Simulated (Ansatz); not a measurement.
CH9AlBNSi, SMILES N[SiH2]B[CH2][AlH2], a single point in a Gaussian basis

Computed with Ansatz 0.2.0, Python API.

Input file `ch9albnsi.xyz`:
```text
14

N    -2.40450    0.47400   -0.96550
Si   -1.12900   -0.63430   -1.31770
B    -0.06380   -0.84870    0.26010
C     1.57700   -0.42800    0.26470
Al    1.78690    1.08100    1.49870
H    -2.00850    1.42380   -0.65780
H    -2.95840    0.13850   -0.16030
H    -1.65110   -1.91570   -1.71020
H    -0.29430   -0.09370   -2.37330
H    -0.52770   -1.24990    1.29060
H     2.10760   -1.30290    0.61340
H     1.83540   -0.12120   -0.73330
H     3.19770    1.72790    1.69190
H     0.51970    1.72000    2.32760
```

Typed at the interpreter:
```pycon
>>> import ansatz as az
>>> import numpy as np
>>> BASIS = 'def2-TZVP'
>>> system = az.Crystal.molecule_from_extxyz('ch9albnsi.xyz')
>>> model = system.calculation().basis(gaussian=BASIS).functional(az.LibraryFunctional('BHLYP')).forces()
>>> res = model.run()
>>> rep = res.report
>>> rep['reference_energy_ev']
-17823.47079741578
>>> rep['mean_field']['state']['spin_squared']
-4.973799150320701e-14
>>> print(f'E = {rep["free_energy_ev"]:.6f} eV = {rep["free_energy_ev"] / 27.211386246:.7f} Ha')
E = -17823.470797 eV = -655.0004706 Ha
>>> print('converged:', rep['converged'], ' doubts:', rep['published_state_doubts'] or 'none')
converged: True  doubts: none
>>> state = rep['mean_field']['state']
>>> print(f'mean field: {state["energy"]["hartree"]:.7f} Ha, <S^2> = {abs(state["spin_squared"]):.4f}, stability: {state.get("stability", {}).get("kind")}')
mean field: -655.0004706 Ha, <S^2> = 0.0000, stability: minimum
>>> symbols = [site.symbol for site in system.cartesian_sites]
>>> print('forces (eV/A)')
forces (eV/A)
>>> for symbol, f in zip(symbols, rep['forces_ev_ang']):
...     print(f'  {symbol:2s} {f[0]:9.4f} {f[1]:9.4f} {f[2]:9.4f}')
...
  N     0.0025    2.0768    1.7034
  Si   -0.2450    0.3856   -0.3368
  B     3.4442    0.1908    1.3642
  C    -3.5542   -0.3055    0.3308
  Al   -0.4596    0.0978    0.3474
  H    -1.0812   -2.1281   -0.8184
  H     0.4012    0.4816   -0.9433
  H    -0.4259   -0.6448   -0.3648
  H     0.1175    0.2464   -0.5622
  H     0.1065   -0.0162   -0.1345
  H     0.4465    0.0424    0.0653
  H     0.5537   -0.1805   -0.2330
  H     0.0961    0.0968    0.0510
  H     0.5978   -0.3429   -0.4689
>>> charges = rep['charge_distribution']
>>> print('dipole moment', round(4.803205 * float(np.linalg.norm(charges['dipole_moment_e_ang'])), 3), 'D')
dipole moment 1.218 D
>>> print('Mulliken:', [(s, round(q, 3)) for s, q in zip(symbols, charges['mulliken_charges_e'])])
Mulliken: [('N', -0.631), ('Si', 0.299), ('B', 0.057), ('C', -0.5), ('Al', 0.448), ('H', 0.235), ('H', 0.237), ('H', -0.068), ('H', -0.079), ('H', -0.002), ('H', 0.131), ('H', 0.125), ('H', -0.128), ('H', -0.124)]
```

Reading the output:
- Total energies depend on the basis set; only differences at equal settings carry meaning.
- The geometry is a force-field or estimated start, not a minimum of this method, and the basis set is short of its limit.
- Hardware and time: 16 s on 1 thread of Arm Neoverse V1 (shared host), peak memory 0.67 GiB.
